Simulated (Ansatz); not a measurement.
**Rhodium, simple cubic under m-r²SCAN: from relaxation to bulk modulus**

What does m-r²SCAN give for rhodium in the simple cubic structure? We relax it, solve it on a dense k-mesh, then scale the cell to 7 volumes from 88 to 112 % of the relaxed one and try a fit of the equation of state. The start is ferromagnetic. The k-meshes are 13×13×13 for the relaxation; 20×20×20 for the dense run; 14×14×14 for the volumes.

This is Rh in the simple cubic structure; at room conditions it is fcc.

Program: Ansatz 0.2.0. Level of theory: DFT m-r2SCAN, plane waves (500 eV) with PAW, scalar-relativistic; the PAW data stem from PBE, with regenerated cores; m-r²SCAN is r²SCAN on the gauge-invariant kinetic-energy density. These are calculated values, not measurements.

## (1) The system as given

The structure is cubic, space group Pm-3m (No. 221). The conventional cell has a = 2.458 Å, b = 2.458 Å, c = 2.458 Å, α = 90.00°, β = 90.00°, γ = 90.00°. Rh (site symmetry m-3m) has 6 Rh at 2.46 Å as nearest neighbours.

As a file:

```
CELL_PARAMETERS angstrom
2.45806 0.00000 0.00000
0.00000 2.45806 0.00000
0.00000 0.00000 2.45806
ATOMIC_POSITIONS crystal
Rh 0.00000 0.00000 0.00000
```

Starting moments (μB): +1.

## (2) Geometry optimisation

input.yaml

```yaml
crystal:
  lattice:
    - [2.4580591709, 0.0, 0.0]
    - [0.0, 2.4580591709, 0.0]
    - [0.0, 0.0, 2.4580591709]
  atoms:
    - { symbol: Rh, position: [0.0, 0.0, 0.0], spin: 1.0 }
hamiltonian:
  xc: mr2scan
  pseudopotentials:
    kind: paw
    azcp:
      Rh: "pseudopotentials/Rh.paw.azcp"
basis:
  ecutwfc: 500
  fft_grid_basis: typed
kpoints:
  mp_grid: { grid: [13, 13, 13], shift: [0, 0, 0] }
magnetization:
  spin_polarized: true
scf:
  occupations: { method: fermi_dirac, width: 0.05 }
relax:
  max_steps: 60
  f_tol: 0.01
  cell: {}
```

On the command line:

```console
> ansatz run input.yaml --threads 2 --pin off --max-ram 6144MiB --backend cpu --events-out ev --progress --plain --runs-dir out
```

After this run come: Dense single point; At 88 % of the relaxed volume; At 92 % of the relaxed volume; At 96 % of the relaxed volume; At 100 % of the relaxed volume; At 104 % of the relaxed volume; At 108 % of the relaxed volume; At 112 % of the relaxed volume.

Before running it: what results should come out? Wanted: space group; conventional cell; volume; shortest distance; gap on the mesh; magnetic state; relative to fcc; V₀, B₀, B₀′.

**Answer**, as computed:

```
                      quantity                         value
space group (spins left aside)               Pm-3m (No. 221)
             conventional cell                   a = 2.512 Å
                        volume                15.860 Å³/atom
             shortest distance                       2.512 Å
               gap on the mesh  none (levels filled in part)
                magnetic state                  non-magnetic
               relative to fcc                 +796 meV/atom
                   V₀, B₀, B₀′  15.843 Å³/atom, 203 GPa, 5.0
```

In words: The relaxation enlarged the cell by 6.8 % in volume. It lies 796 meV/atom above the element's reference form at the same level (fcc, from a run of its own), so it is far from stable. The moments die out: the run ends non-magnetic. No gap shows: it is a metal or semimetal at this level. B₀ comes out at 203 GPa. The symmetry was held, so the structure may be unstable against distortions that break it.
